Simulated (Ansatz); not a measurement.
# CH₃BBrFSi: one species, many methods

One table from this session's results is given with a row withheld; the runs are named, their logs left out.

Method: functionals in def2-TZVPP, the program's frozen cores in correlated methods; program: Ansatz 0.2.0, Gaussian basis.

Levels to be run: PBE-D4, r2SCAN-D4, PBE0-D4, B3LYP-D4, ωB97X-V, ωB97M-V, B2PLYP; CCSD(T)/def2-TZVPP; MP2/def2-QZVPP; extrapolation to the limit.

### The geometry

The geometry comes from an earlier relaxation with PBE0-D4 in a triple-zeta def2 set; it is a stationary point, not always the lowest conformer.

8 atoms, charge 0, spin multiplicity 1.

Atoms are counted from 1 here; the program's logs count them from 0.

Bond lengths: F1–C2 1.320 Å, C2–Br3 2.092 Å, C2–B4 1.541 Å, C2–Si5 1.870 Å, Br3–B4 2.186 Å, B4–Si5 1.996 Å, B4–H6 1.185 Å, Si5–H7 1.486 Å, Si5–H8 1.482 Å. Angles: F1–C2–Br3 114.1°, F1–C2–B4 136.9°, F1–C2–Si5 142.6°, Br3–C2–B4 72.2°, Br3–C2–Si5 96.9°, B4–C2–Si5 70.9°, C2–Br3–B4 42.2°, C2–B4–Br3 65.6°, C2–B4–Si5 62.3°, C2–B4–H6 139.8°, Br3–B4–Si5 90.3°, Br3–B4–H6 116.2°, Si5–B4–H6 150.0°, C2–Si5–B4 46.9°, C2–Si5–H7 110.1°, C2–Si5–H8 121.1°, B4–Si5–H7 116.6°, B4–Si5–H8 129.4° and more.

The first run:

Contents of in.yaml:

```yaml
crystal:
  periodic: [false, false, false]
  atoms:
    - {symbol: F, position_ang: [-0.377745, 2.133402, 0.177532]}
    - {symbol: C, position_ang: [-0.083326, 0.846844, 0.179194]}
    - {symbol: Br, position_ang: [0.979142, 0.216857, 1.867174]}
    - {symbol: B, position_ang: [-0.732548, -0.456393, 0.685175]}
    - {symbol: Si, position_ang: [0.419153, -0.563078, -0.941803]}
    - {symbol: H, position_ang: [-1.681938, -0.816403, 1.296274]}
    - {symbol: H, position_ang: [-0.268140, -0.443750, -2.253536]}
    - {symbol: H, position_ang: [1.837602, -0.974580, -1.065810]}
basis:
  gaussian: {orbitals: def2-TZVPP}
hamiltonian: {xc: pbe, dispersion: d4}
output: {forces: true, orbitals: {seedname: orbitals}}
```

Started as:

```console
ansatz run in.yaml --threads 4 --pin off --events-out ev --progress --plain --max-ram 10444MiB
```

Among the steps run: PBE-D4 (GGA); r2SCAN-D4 (meta-GGA); PBE0-D4 (hybrid); B3LYP-D4 (hybrid); ωB97X-V (range-separated); ωB97M-V (range-separated); B2PLYP (double hybrid); CCSD(T) in def2-TZVPP; MP2 in def2-QZVPP.

One of the session's tables, all rows but one given; the rest of the session is left out.

| method | atomisation energy (kcal/mol) |
| --- | --- |
| PBE-D4 | ? |
| r2SCAN-D4 | 620.3 |
| PBE0-D4 | 618.0 |
| B3LYP-D4 | 607.0 |
| ωB97X-V | 612.5 |
| ωB97M-V | 611.9 |
| B2PLYP | 600.0 |
| HF/def2-TZVPP | 419.1 |
| MP2/def2-TZVPP | 608.3 |
| CCSD/def2-TZVPP | 574.0 |
| CCSD(T)/def2-TZVPP | 589.0 |
| MP2/CBS | 627.5 |
| CCSD(T)/CBS | 608.2 |

Q: Estimate the row for PBE-D4 from the others.

The run gave: atomisation energy (kcal/mol): 635.2. In the column «atomisation energy (kcal/mol)» it is the highest.

Limits of these values: Free atoms (1 F, 1 C, 1 Br, 1 B, 1 Si, 3 H) were run apart at each level; the atomisation energy is their sum less the molecule, without zero-point or spin-orbit terms.
